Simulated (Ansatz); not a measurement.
# TiPt3: the cost of one run

Computed with Ansatz 0.2.0 (DFT PBE, scalar-relativistic, plane waves, PAW, unless a step's input says otherwise).

1 further run of the same task is left out (it didn't finish).

**1. The starting structure**

Symmetry: Fm-3m, No. 225, cubic system. Conventional cell: a = 8.185 Å, b = 8.185 Å, c = 8.185 Å, α = 90.00°, β = 90.00°, γ = 90.00°. Ti (site symmetry m-3m) is surrounded by 6 Pt at 2.08 Å. Ti (site symmetry m-3m) is surrounded by 6 Pt at 2.01 Å. Pt (site symmetry 4mm) has 2 Ti at 2.01 to 2.08 Å as nearest neighbours.

Structure file:

```
Ti Pt
1.0
     0.00000    4.09259    4.09259
     4.09259    0.00000    4.09259
     4.09259    4.09259    0.00000
Ti Pt
2 6
Direct
  0.00000 0.00000 0.00000
  0.50000 0.50000 0.50000
  0.25445 0.74555 0.74555
  0.74555 0.25445 0.25445
  0.74555 0.25445 0.74555
  0.25445 0.74555 0.25445
  0.74555 0.74555 0.25445
  0.25445 0.25445 0.74555
```

Recipe of the guess: random cell by space group and Wyckoff sites (Fm-3m, No. 225). Its size is a rough estimate.

**2. A first look at the guess**

Contents of input.yaml:

```yaml
crystal:
  lattice:
    - [0.0, 4.09258811, 4.09258811]
    - [4.09258811, 0.0, 4.09258811]
    - [4.09258811, 4.09258811, 0.0]
  atoms:
    - { symbol: Ti, position: [0.0, 0.0, 0.0] }
    - { symbol: Ti, position: [0.5, 0.5, 0.5] }
    - { symbol: Pt, position: [0.25444811, 0.74555189, 0.74555189] }
    - { symbol: Pt, position: [0.74555189, 0.25444811, 0.25444811] }
    - { symbol: Pt, position: [0.74555189, 0.25444811, 0.74555189] }
    - { symbol: Pt, position: [0.25444811, 0.74555189, 0.25444811] }
    - { symbol: Pt, position: [0.74555189, 0.74555189, 0.25444811] }
    - { symbol: Pt, position: [0.25444811, 0.25444811, 0.74555189] }
basis:
  ecutwfc: 420
kpoints:
  mp_grid: { grid: [4, 4, 4] }
hamiltonian:
  xc: pbe
scf:
  occupations: { method: gaussian, width: 0.1 }
  lower_state_search: "off"
output:
  forces: true
  stress: true
  eigenvalues: true
```

Run with:

```console
> ansatz run input.yaml --threads 1 --pin off --max-ram 2560MiB --backend cpu --events-out ev --progress --plain --runs-dir out
```

**Question.** How long does this run take on 1 thread of Arm Neoverse V1, shared host, and how much memory does it need?

About 6.8 s, with a peak of 0.42 GiB.
